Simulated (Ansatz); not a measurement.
# YCuAs: the cost of one run

Computed with Ansatz 0.2.0 (DFT PBE, scalar-relativistic, plane waves, PAW, unless a step's input says otherwise).

## 1. The system as given

It takes space group P4/nmm (No. 129, tetragonal). Conventional cell: a = 3.978 Å, b = 3.978 Å, c = 7.000 Å, α = 90.00°, β = 90.00°, γ = 90.00°. Y (site symmetry 4mm) is surrounded by 4 As at 2.45 Å. Cu (site symmetry 4mm) is surrounded by 5 Y at 2.99 to 3.10 Å and 4 As at 3.16 Å. As (site symmetry -4m2) has 4 Y at 2.45 Å and 4 As at 2.81 Å and 4 Cu at 3.16 Å in its first shell of neighbours.

Coordinates:

```xyz
6
Lattice="3.9776 0.0000 0.0000 0.0000 3.9776 0.0000 0.0000 0.0000 7.0001" Properties=species:S:1:pos:R:3 pbc="T T T"
Y     1.9888    0.0000    1.4385
Y     0.0000    1.9888    5.5616
Cu    1.9888    0.0000    4.5396
Cu    0.0000    1.9888    2.4605
As    0.0000    0.0000    0.0000
As    1.9888    1.9888    0.0000
```

(A quick probe on a coarse mesh, which set the mesh and smearing, is not shown.)

## 3. Coarse relaxation

input.yaml reads:

```yaml
crystal:
  lattice:
    - [3.9776252972, 0.0, 0.0]
    - [0.0, 3.9776252972, 0.0]
    - [0.0, 0.0, 7.0001245549]
  atoms:
    - { symbol: "Y", position: [0.5, 0.0, 0.2055] }
    - { symbol: "Y", position: [0.0, 0.5, 0.7945] }
    - { symbol: Cu, position: [0.5, 0.0, 0.6485] }
    - { symbol: Cu, position: [0.0, 0.5, 0.3515] }
    - { symbol: As, position: [0.0, 0.0, 0.0] }
    - { symbol: As, position: [0.5, 0.5, 0.0] }
basis:
  ecutwfc: 420
kpoints:
  mp_grid: { grid: [4, 4, 4] }
hamiltonian:
  xc: pbe
scf:
  occupations: { method: gaussian, width: 0.1 }
  lower_state_search: "off"
output:
  forces: true
  stress: true
  eigenvalues: true
relax:
  adjacent_minimum: "off"
  f_tol: 0.04
  max_steps: 70
  cell: { stress_tol: 0.4 }
```

Command:

```bash
ansatz run input.yaml --threads 1 --pin off --max-ram 2560MiB --backend cpu --events-out ev --progress --plain --runs-dir out
```

**Question.** How long does this run take on 1 thread of Arm Neoverse V2, shared host, and how much memory does it need?

About 2.3 min, with a peak of 0.46 GiB.
